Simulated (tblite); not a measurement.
# C7H17OP: the cost of one run

Computed with tblite 0.8.0 and PySCF 2.14.0, with density-fitted response routines of our own, on a single molecule in the gas phase. Atoms are numbered from 0 throughout.

## Step 1: Starting geometry

26 atoms, charge 0, multiplicity 1; geometry from: force field or distance geometry start.

Bonds of the start (Å): C0–C1 1.52, C1–C2 1.51, C2–P3 1.82, P3–C4 1.79, P3–O5 1.51, P3–C6 1.83, C6–C7 1.51, C6–C8 1.51, C0–H9 1.13, C0–H10 1.12, C0–H11 1.08, C1–H12 1.12, C1–H13 1.10, C2–H14 1.12, C2–H15 1.12, C4–H16 1.11, C4–H17 1.11, C4–H18 1.10, C6–H19 1.11, C7–H20 1.11, C7–H21 1.11, C7–H22 1.11, C8–H23 1.11, C8–H24 1.10, C8–H25 1.11.

## Step 2: Relaxing the molecule with GFN2-xTB

The job: settings as JSON, then the geometry in Å.

```
{"job": {"kind": "relax", "xc": "GFN2-xTB", "basis": "xTB"}, "charge": 0, "multiplicity": 1}
C      3.587100     0.397200     0.284000
C      2.342000    -0.225200    -0.332600
C      1.220200     0.072100     0.637600
P     -0.261100    -0.677300    -0.115000
C     -0.514900     0.117200    -1.704200
O     -0.115100    -2.172800    -0.292200
C     -1.724800    -0.290700     0.906900
C     -2.866400    -1.064600     0.288800
C     -1.950000     1.203200     0.826100
H      3.318500     0.859200     1.277200
H      3.916600     1.230100    -0.392900
H      4.359500    -0.336500     0.473600
H      2.470800    -1.333900    -0.429700
H      2.160500     0.256600    -1.300500
H      1.039500     1.172500     0.742000
H      1.420900    -0.327100     1.659800
H     -0.447600    -0.586900    -2.556800
H      0.283200     0.874400    -1.882600
H     -1.492400     0.616000    -1.750600
H     -1.553800    -0.536800     1.975300
H     -3.821900    -0.974500     0.848300
H     -2.947200    -0.786700    -0.783000
H     -2.585100    -2.137800     0.303700
H     -2.609600     1.407300    -0.040600
H     -2.302700     1.625500     1.777000
H     -0.947300     1.642300     0.623400
```

The run is started by

```bash
$ OMP_NUM_THREADS=1 python probes_run.py task.json out
```

This one command runs all jobs of the session in turn.

**Question.** How long does this first job take on 1 thread of Arm Neoverse V1, shared host, and how much memory does it need?

About 1.4 s, with a peak of 0.18 GiB.
